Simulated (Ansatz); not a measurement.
# HfO2: the cost of one run

Computed with Ansatz 0.2.0 (DFT, PBE, plane-wave PAW, default files, scalar-relativistic, frozen cores, as far as a step names no other, unless a step's input says otherwise).

**1. The starting structure**

The structure is cubic, space group Fm-3m (No. 225). Conventional cell: a = 5.115 Å, b = 5.115 Å, c = 5.115 Å, α = 90.00°, β = 90.00°, γ = 90.00°. Hf (site symmetry m-3m) is surrounded by 8 O at 2.21 Å. O (site symmetry -43m) is surrounded by 4 Hf at 2.21 Å.

Coordinates:

```
Hf O
1.0
     0.00000    2.55750    2.55750
     2.55750    0.00000    2.55750
     2.55750    2.55750    0.00000
Hf O
1 2
Direct
  0.00000 0.00000 0.00000
  0.25000 0.25000 0.25000
  0.75000 0.75000 0.75000
```

The earlier run gave: gap on the mesh 3.72 eV, largest force 0.000 eV/Å, pressure -2.5 GPa.

Like atoms gathered into sites:

| site | atoms | first shell | V_zz (10²¹ V/m²) | η | C_Q (MHz) |
| --- | --- | --- | --- | --- | --- |
| Hf | 1 | 8 O at 2.21 Å | 0.00 | – | 0 (¹⁷⁷Hf) |
| O | 2, 3 | 4 Hf at 2.21 Å | 0.00 | – | 0 (¹⁷O) |

V_zz is the principal component of the electric field gradient with the largest magnitude, η = (V_xx − V_yy)/V_zz and C_Q = eQV_zz/h. Nuclear quadrupole moments: year-2017 set (Pyykkö).

**2. Ions relaxed at fixed cell**

Contents of input.yaml:

```yaml
crystal:
  lattice:
    - [0.0, 2.5575, 2.5575]
    - [2.5575, 0.0, 2.5575]
    - [2.5575, 2.5575, 0.0]
  atoms:
    - { symbol: Hf, position: [0.0, 0.0, 0.0] }
    - { symbol: O, position: [0.25, 0.25, 0.25] }
    - { symbol: O, position: [0.75, 0.75, 0.75] }
kpoints:
  mp_grid: { grid: [10, 10, 10] }
scf:
  occupations: { method: fermi_dirac, width: 0.02 }
hamiltonian:
  xc: pbe
  pseudopotentials: { kind: paw, frozen_core: stored }
output:
  forces: true
  stress: true
  populations: true
  efg: { quadrupole_moments_barn: { Hf: 3.365, O: -0.02558 } }
  write_density: true
  write_potential: true
  elf: true
  volumetric_format: npy
relax:
  f_tol: 0.02
  max_steps: 60
```

Command:

```bash
ansatz run input.yaml --threads 1 --pin off --max-ram 3072MiB --backend cpu --events-out ev --progress --plain --runs-dir out
```

Q: Estimate wall time and peak memory on 1 thread of Intel Xeon at 2.50GHz (Skylake/Cascade Lake), shared host.

About 7.7 s, with a peak of 0.38 GiB.
